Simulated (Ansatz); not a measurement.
**CH6FNSSi: one species, many methods**

One table from this session's results is given with a row withheld; the runs are named, their logs left out.

Computed with Ansatz 0.2.0, Gaussian basis. Level: functionals in def2-TZVPP, the program's frozen cores in correlated methods.

The runs, in order: PBE-D4, r2SCAN-D4, PBE0-D4, B3LYP-D4, ωB97X-V, ωB97M-V, B2PLYP; CCSD(T)/def2-TZVPP; MP2/def2-QZVPP; extrapolation to the limit.

## The geometry

All runs share one geometry, relaxed beforehand with PBE0-D4 in a triple-zeta def2 set.

SMILES `CS[SiH](N)F`, 11 atoms, charge 0, spin multiplicity 1.

Atoms are counted from 1 here; the program's logs count them from 0.

Bond lengths: C1–S2 1.818 Å, C1–H6 1.089 Å, C1–H7 1.089 Å, C1–H8 1.088 Å, S2–Si3 2.111 Å, Si3–N4 1.689 Å, Si3–F5 1.605 Å, Si3–H9 1.479 Å, N4–H10 1.006 Å, N4–H11 1.006 Å. Angles: S2–C1–H6 111.1°, S2–C1–H7 106.5°, S2–C1–H8 110.9°, H6–C1–H7 108.9°, H6–C1–H8 110.1°, H7–C1–H8 109.4°, C1–S2–Si3 100.8°, S2–Si3–N4 106.3°, S2–Si3–F5 106.9°, S2–Si3–H9 115.9°, N4–Si3–F5 115.3°, N4–Si3–H9 108.4°, F5–Si3–H9 104.4°, Si3–N4–H10 122.4°, Si3–N4–H11 122.8°, H10–N4–H11 113.0°.

The first run:

Input file in.yaml:

```yaml
crystal:
  periodic: [false, false, false]
  atoms:
    - {symbol: C, position_ang: [-2.106994, 0.260266, 0.252374]}
    - {symbol: S, position_ang: [-0.827571, -1.030771, 0.221197]}
    - {symbol: Si, position_ang: [0.921415, 0.147439, 0.116262]}
    - {symbol: N, position_ang: [2.143122, -0.866304, -0.459320]}
    - {symbol: F, position_ang: [0.578455, 1.408034, -0.816810]}
    - {symbol: H, position_ang: [-2.058731, 0.837398, 1.175167]}
    - {symbol: H, position_ang: [-3.066267, -0.254007, 0.208147]}
    - {symbol: H, position_ang: [-2.011752, 0.921089, -0.606678]}
    - {symbol: H, position_ang: [1.374293, 0.745161, 1.391221]}
    - {symbol: H, position_ang: [3.112668, -0.722533, -0.234904]}
    - {symbol: H, position_ang: [2.006962, -1.502874, -1.226057]}
basis:
  gaussian: {orbitals: def2-TZVPP}
hamiltonian: {xc: pbe, dispersion: d4}
output: {forces: true, orbitals: {seedname: orbitals}}
```

Run with:

```bash
ansatz run in.yaml --threads 4 --pin off --events-out ev --progress --plain --max-ram 10444MiB
```

Among the steps run: PBE-D4 (GGA); r2SCAN-D4 (meta-GGA); PBE0-D4 (hybrid); B3LYP-D4 (hybrid); ωB97X-V (range-separated); ωB97M-V (range-separated); B2PLYP (double hybrid); CCSD(T) in def2-TZVPP; MP2 in def2-QZVPP.

One table of the session follows, with a row left open; its other results are not shown here.

| method | atomisation energy (kcal/mol) |
| --- | --- |
| PBE-D4 | 971.5 |
| r2SCAN-D4 | 958.5 |
| PBE0-D4 | ? |
| B3LYP-D4 | 957.6 |
| ωB97X-V | 963.9 |
| ωB97M-V | 963.8 |
| B2PLYP | 947.0 |
| HF/def2-TZVPP | 692.2 |
| MP2/def2-TZVPP | 946.2 |
| CCSD/def2-TZVPP | 917.1 |
| CCSD(T)/def2-TZVPP | 930.9 |
| MP2/CBS | 976.4 |
| CCSD(T)/CBS | 961.0 |

Q: Estimate the row for PBE0-D4 from the others.

**Answer.** atomisation energy (kcal/mol): 955.3. In the column «atomisation energy (kcal/mol)» it lies between B2PLYP (947.0) and B3LYP-D4 (957.6).
